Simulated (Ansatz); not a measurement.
# GeH6N2O: the cost of one run

Computed with Ansatz 0.2.0 through its Python package. The levels of theory stand in the script.

**1. The system**

Bond lengths: N1–Ge2 1.798 Å, Ge2–N3 1.848 Å, Ge2–O4 1.856 Å, N1–H5 1.085 Å, N1–H6 1.091 Å, Ge2–H7 1.546 Å, N3–H8 1.101 Å, N3–H9 1.020 Å, O4–H10 0.974 Å. Angles: N1–Ge2–N3 108.5°, N1–Ge2–O4 111.3°, N1–Ge2–H7 110.2°, N3–Ge2–O4 109.4°, N3–Ge2–H7 109.4°, O4–Ge2–H7 108.0°, Ge2–N1–H5 109.3°, Ge2–N1–H6 109.6°, H5–N1–H6 102.7°, Ge2–N3–H8 105.5°, Ge2–N3–H9 110.9°, H8–N3–H9 107.8°, Ge2–O4–H10 100.1°.

The script holds or builds the structure itself.

**2. The script**

geh6n2o.py

```python
"""GeH6N2O at several levels of theory."""

from pathlib import Path

import ansatz as az
import numpy as np

SETTINGS = {
    "basis_set": "def2-SVP",
}


def main() -> None:
    geometry_ang = [
        ("N", [-1.4368, 0.5467, -0.444]),
        ("Ge", [0.164, -0.2249, -0.1714]),
        ("N", [0.292, -0.694, 1.6117]),
        ("O", [1.5516, 0.9279, -0.6065]),
        ("H", [-1.508, 0.8701, -1.4777]),
        ("H", [-1.4883, 1.4869, 0.1062]),
        ("H", [0.3028, -1.4911, -1.0467]),
        ("H", [1.2738, -1.1802, 1.7184]),
        ("H", [-0.4227, -1.3777, 1.8604]),
        ("H", [1.3546, 1.0851, -1.5474]),
    ]
    mol = az.Crystal.molecule()
    for symbol, xyz in geometry_ang:
        mol = mol.atom(symbol, xyz)

    base = mol.calculation().basis(gaussian=SETTINGS["basis_set"])

    print("functional    E (Ha)        dipole (D)   HOMO (eV)  LUMO (eV)")
    for name in ["lc_wpbe", "r2scan", "lda", "b3lyp"]:
        r = base.functional(name).forces().orbitals().run(runs_dir="runs").report
        lines = Path(r["orbitals_path"]).read_text().splitlines()
        field_of = lambda key: [line.split("=")[1].strip() for line in lines if line.startswith(key)]
        orbitals = [(27.211386 * float(e), s, float(n)) for e, s, n in zip(field_of("Ene="), field_of("Spin="), field_of("Occup="))]
        homo = max(e for e, _, n in orbitals if n > 0.5)
        lumo = min(e for e, _, n in orbitals if n < 0.5)
        dipole = 4.803205 * np.linalg.norm(r["charge_distribution"]["dipole_moment_e_ang"])
        print(f"{name:10s} {r['free_energy_ev'] / 27.211386246:14.6f} {dipole:9.3f} {homo:11.3f} {lumo:10.3f}")


if __name__ == "__main__":
    main()
```

**3. Running it**

Launch:

```console
$ python geh6n2o.py
```

**Question.** How long does this script take on 1 thread of AMD EPYC 9R45 (Zen 5), shared host, and how much memory does it need?

About 9.1 s, with a peak of 0.31 GiB.
